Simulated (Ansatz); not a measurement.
# In2GaAs3: the cost of one run

Computed with Ansatz 0.2.0 (DFT LDA, scalar-relativistic, plane waves, PAW, unless a step's input says otherwise).

1 further run of the same task is left out (it didn't finish).

**1. The structure to begin with**

Symmetry: I-4m2, No. 119, tetragonal system. The conventional cell has a = 4.280 Å, b = 4.280 Å, c = 18.120 Å, α = 90.00°, β = 90.00°, γ = 90.00°. In (site symmetry 2mm) has 4 As at 2.66 to 2.67 Å as nearest neighbours. Around Ga (site symmetry -4m2) lie 4 As at 2.54 Å. As (site symmetry -4m2) has 4 In at 2.66 Å as nearest neighbours. As (site symmetry 2mm) is surrounded by 2 Ga at 2.54 Å and 2 In at 2.67 Å.

Coordinates:

```
CELL_PARAMETERS angstrom
-2.14018 2.14018 9.06006
2.14018 -2.14018 9.06006
2.14018 2.14018 -9.06006
ATOMIC_POSITIONS crystal
In 0.33676 0.33676 0.00000
In 0.66324 0.66324 0.00000
Ga 0.00000 0.00000 0.00000
As 0.25000 0.75000 0.50000
As 0.57547 0.07548 0.50000
As 0.92453 0.42452 0.50000
```

The structure comes from the Materials Project (structure only).

(A quick probe on a coarse mesh, which set the mesh and smearing, is not shown.)

**3. Full relaxation**

Input file input.yaml:

```yaml
crystal:
  lattice:
    - [-2.140184, 2.140184, 9.060064]
    - [2.140184, -2.140184, 9.060064]
    - [2.140184, 2.140184, -9.060064]
  atoms:
    - { symbol: In, position: [0.336756, 0.336756, 0.0] }
    - { symbol: In, position: [0.663244, 0.663244, 0.0] }
    - { symbol: Ga, position: [0.0, 0.0, 0.0] }
    - { symbol: As, position: [0.25, 0.75, 0.5] }
    - { symbol: As, position: [0.575475, 0.075475, 0.5] }
    - { symbol: As, position: [0.924525, 0.424525, 0.5] }
basis:
  ecutwfc: 420
kpoints:
  mp_grid: { grid: [12, 12, 12] }
hamiltonian:
  xc: lda
  pseudopotentials: { kind: paw, azcp: { folder: soft_1 } }
scf:
  occupations: { method: gaussian, width: 0.1 }
output:
  forces: true
  stress: true
  eigenvalues: true
  write_density: true
  write_potential: true
  elf: true
  volumetric_format: npy
relax:
  adjacent_minimum: "off"
  f_tol: 0.005
  max_steps: 80
  cell: { stress_tol: 0.05 }
```

The run is started by

```console
ansatz run input.yaml --threads 4 --pin off --max-ram 8192MiB --backend cpu --events-out ev --progress --plain --runs-dir out
```

Q: Estimate wall time and peak memory on 4 threads of Arm Neoverse N1, shared host.

About 8.1 min, with a peak of 1.2 GiB.
